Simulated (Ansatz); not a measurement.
**C9H20: a ladder of functionals and wavefunction methods**

One table from this session's results is given with a row withheld; the runs are named, their logs left out.

The runs use Ansatz 0.2.0, Gaussian basis; functionals in def2-TZVPP, the program's frozen cores in correlated methods.

Plan: LDA (SPW92), PBE-D4, revPBE-D4, BLYP-D4, r2SCAN-D4, B97M-V, PBE0-D4, B3LYP-D4, r2SCANh-D4, r2SCAN0-D4, HSE06-D4, BHLYP-D4, CAM-B3LYP-D4, LC-ωPBE, ωB97X-V, ωB97M-V, B2PLYP, PBE-QIDH; CCSD(T)/def2-SVP; CCSD(T)/def2-TZVPP; MP2/def2-QZVPP; extrapolation to the limit; RPA on PBE.

## The geometry

The geometry comes from an earlier relaxation with PBE0-D4 in a triple-zeta def2 set; it is a stationary point, not always the lowest conformer.

SMILES `CCC(C)(C)C(C)(C)C`, 29 atoms, charge 0, spin multiplicity 1.

Atoms are counted from 1 here; the program's logs count them from 0.

Bond lengths: C1–C2 1.521 Å, C1–H10 1.093 Å, C1–H11 1.092 Å, C1–H12 1.093 Å, C2–C3 1.542 Å, C2–H13 1.094 Å, C2–H14 1.095 Å, C3–C4 1.530 Å, C3–C5 1.530 Å, C3–C6 1.575 Å, C4–H15 1.092 Å, C4–H16 1.092 Å, C4–H17 1.092 Å, C5–H18 1.092 Å, C5–H19 1.093 Å, C5–H20 1.091 Å, C6–C7 1.531 Å, C6–C8 1.531 Å and more. Angles: C2–C1–H10 110.1°, C2–C1–H11 112.1°, C2–C1–H12 112.4°, H10–C1–H11 107.3°, H10–C1–H12 107.1°, H11–C1–H12 107.7°, C1–C2–C3 116.2°, C1–C2–H13 108.4°, C1–C2–H14 108.0°, C3–C2–H13 108.4°, C3–C2–H14 109.3°, H13–C2–H14 106.0°, C2–C3–C4 109.5°, C2–C3–C5 108.5°, C2–C3–C6 109.9°, C4–C3–C5 107.8°, C4–C3–C6 110.5°, C5–C3–C6 110.5° and more.

Set-up of the first run:

Contents of in.yaml:

```yaml
crystal:
  periodic: [false, false, false]
  atoms:
    - {symbol: C, position_ang: [-2.265113, -1.773237, -0.071814]}
    - {symbol: C, position_ang: [-0.817617, -1.360062, -0.292041]}
    - {symbol: C, position_ang: [-0.480946, 0.118225, -0.008539]}
    - {symbol: C, position_ang: [-1.093917, 0.534429, 1.330223]}
    - {symbol: C, position_ang: [-1.116326, 0.980160, -1.101623]}
    - {symbol: C, position_ang: [1.080620, 0.318584, 0.014897]}
    - {symbol: C, position_ang: [1.450741, 1.802920, -0.038461]}
    - {symbol: C, position_ang: [1.696738, -0.262643, 1.289716]}
    - {symbol: C, position_ang: [1.751769, -0.362942, -1.180190]}
    - {symbol: H, position_ang: [-2.409470, -2.811644, -0.379365]}
    - {symbol: H, position_ang: [-2.557246, -1.702321, 0.977717]}
    - {symbol: H, position_ang: [-2.963665, -1.166186, -0.652691]}
    - {symbol: H, position_ang: [-0.547584, -1.583804, -1.328190]}
    - {symbol: H, position_ang: [-0.184100, -2.000340, 0.329967]}
    - {symbol: H, position_ang: [-0.848465, -0.167050, 2.130462]}
    - {symbol: H, position_ang: [-0.754165, 1.525949, 1.636612]}
    - {symbol: H, position_ang: [-2.182242, 0.578914, 1.254411]}
    - {symbol: H, position_ang: [-2.178285, 0.746539, -1.202049]}
    - {symbol: H, position_ang: [-0.651985, 0.815158, -2.076739]}
    - {symbol: H, position_ang: [-1.044557, 2.044058, -0.868823]}
    - {symbol: H, position_ang: [0.951988, 2.383817, 0.740721]}
    - {symbol: H, position_ang: [2.527846, 1.916793, 0.110708]}
    - {symbol: H, position_ang: [1.206277, 2.250291, -1.003613]}
    - {symbol: H, position_ang: [1.399335, 0.298193, 2.177782]}
    - {symbol: H, position_ang: [2.787170, -0.216650, 1.224209]}
    - {symbol: H, position_ang: [1.424678, -1.309160, 1.444486]}
    - {symbol: H, position_ang: [2.811528, -0.095104, -1.206324]}
    - {symbol: H, position_ang: [1.692397, -1.450998, -1.119565]}
    - {symbol: H, position_ang: [1.314596, -0.051894, -2.131894]}
basis:
  gaussian: {orbitals: def2-TZVPP}
hamiltonian: {xc: lda}
output: {orbitals: {seedname: orbitals}}
```

Started as:

```bash
> ansatz run in.yaml --threads 4 --pin off --events-out ev --progress --plain --max-ram 66560MiB --backend cuda --devices 0, --max-vram 37GiB
```

Among the steps run: LDA; PBE-D4 (GGA); revPBE-D4 (GGA); BLYP-D4 (GGA); r2SCAN-D4 (meta-GGA); B97M-V (meta-GGA); B3LYP-D4 (hybrid); r2SCANh-D4 (hybrid); r2SCAN0-D4 (hybrid); HSE06-D4 (hybrid); BHLYP-D4 (hybrid); CAM-B3LYP-D4 (range-separated); LC-ωPBE (range-separated); ωB97X-V (range-separated); ωB97M-V (range-separated); B2PLYP (double hybrid); PBE-QIDH (double hybrid).

One table of the session follows, with a row left open; its other results are not shown here.

It belongs to the step «Orbital energies across the functionals». 

| functional | HOMO (eV) | LUMO (eV) | gap (eV) |
| --- | --- | --- | --- |
| LDA (SPW92) | -7.10 | -0.02 | 7.08 |
| PBE-D4 | ? | ? | ? |
| revPBE-D4 | -6.94 | 0.31 | 7.25 |
| BLYP-D4 | -6.91 | 0.21 | 7.12 |
| r2SCAN-D4 | -7.23 | 0.84 | 8.07 |
| B97M-V | -7.40 | 0.25 | 7.65 |
| PBE0-D4 | -8.28 | 0.98 | 9.26 |
| B3LYP-D4 | -8.10 | 0.67 | 8.77 |
| r2SCANh-D4 | -7.71 | 1.07 | 8.78 |
| r2SCAN0-D4 | -8.44 | 1.40 | 9.83 |
| HSE06-D4 | -7.88 | 0.61 | 8.50 |
| BHLYP-D4 | -9.52 | 1.59 | 11.11 |
| CAM-B3LYP-D4 | -9.67 | 1.75 | 11.41 |
| LC-ωPBE | -10.96 | 3.04 | 14.00 |
| ωB97X-V | -10.65 | 2.78 | 13.43 |
| ωB97M-V | -10.54 | 2.38 | 12.91 |

Q: Estimate the row for PBE-D4 from the others.

The run gave: HOMO (eV): -7.00; LUMO (eV): 0.19; gap (eV): 7.19. In the column «HOMO (eV)» it lies between LDA (SPW92) (-7.10) and revPBE-D4 (-6.94).
